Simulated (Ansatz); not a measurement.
# BFH4Si, SMILES FB[SiH3]: the interaction energy of a dimer with the counterpoise correction

Computed with the Python package of Ansatz (0.2.0).

The cells in order, each with its output:

In [1]:
```python
import ansatz as az
```

In [2]:
```python
BASIS_SET = "def2-SVPD"
XC = "b3lyp"
```

In [3]:
```python
FIRST = [
    ("F", (-1.0283, -1.5282, 1.2716)),
    ("B", (-0.221, -1.1004, 0.1643)),
    ("Si", (0.1269, 0.7791, -0.1705)),
    ("H", (0.3301, -1.9126, -0.5376)),
    ("H", (1.054, 0.8976, -1.3361)),
    ("H", (0.8102, 1.3716, 1.0271)),
    ("H", (-1.0716, 1.4927, -0.419)),
]
SECOND = [
    ("F", (2.742, 3.6614, 1.4399)),
    ("B", (1.4627, 4.2576, 1.1778)),
    ("Si", (-0.136, 3.6801, 2.1139)),
    ("H", (1.3702, 5.1947, 0.4232)),
    ("H", (-1.2826, 4.5356, 1.683)),
    ("H", (0.0614, 3.8781, 3.5884)),
    ("H", (-0.4188, 2.3143, 1.8647)),
]
```

In [4]:
```python
def energy(atoms, ghosts=()):
    molecule = az.Crystal.molecule()
    for symbol, xyz in atoms:
        molecule = molecule.atom(symbol, xyz)
    calc = (
        molecule.calculation()
        .basis(gaussian=BASIS_SET)
        .functional(XC)
    )
    deck = calc.input()
    if ghosts:
        deck = deck.set(az.key.basis.gaussian.ghost_atoms, [{"symbol": s, "position_ang": list(xyz)} for s, xyz in ghosts])
    return az.Session.from_dict(deck).plan().execute().report["free_energy_ev"]
```

In [5]:
```python
# ghost atoms carry the functions of the partner
both = energy(FIRST + SECOND)
alone = energy(FIRST) + energy(SECOND)
ghosted = energy(FIRST, SECOND) + energy(SECOND, FIRST)
print(f"dimer {both:.6f} eV")
print(f"interaction, uncorrected   {96.485332 * (both - alone):8.3f} kJ/mol")
print(f"interaction, counterpoise  {96.485332 * (both - ghosted):8.3f} kJ/mol")
print(f"basis-set superposition    {96.485332 * (alone - ghosted):8.3f} kJ/mol")
```
```text
dimer -22663.660035 eV
interaction, uncorrected     38.676 kJ/mol
interaction, counterpoise    42.995 kJ/mol
basis-set superposition       4.319 kJ/mol
```

Uncorrected it is 38.676 kJ/mol, with the counterpoise correction 42.995 kJ/mol; the difference, 4.32 kJ/mol, is the superposition error. In this basis both values are repulsive.

Caveats:
- Total energies depend on the basis set; only differences at equal settings carry meaning.
- The dimer is a generated trial pose of unrelaxed monomers, not a minimum, so the figure is no binding energy, and the basis set is small.
- b3lyp holds the VWN-RPA fit, as in Gaussian; the form of ORCA and Turbomole is b3lyp5.
- This level lacks the dispersion part of the attraction (electrostatics and induction are there), which can decide the sign where the interaction is weak.
- It ran for 34 s on 1 thread of Arm Neoverse V1 (shared host), peak memory 0.48 GiB.
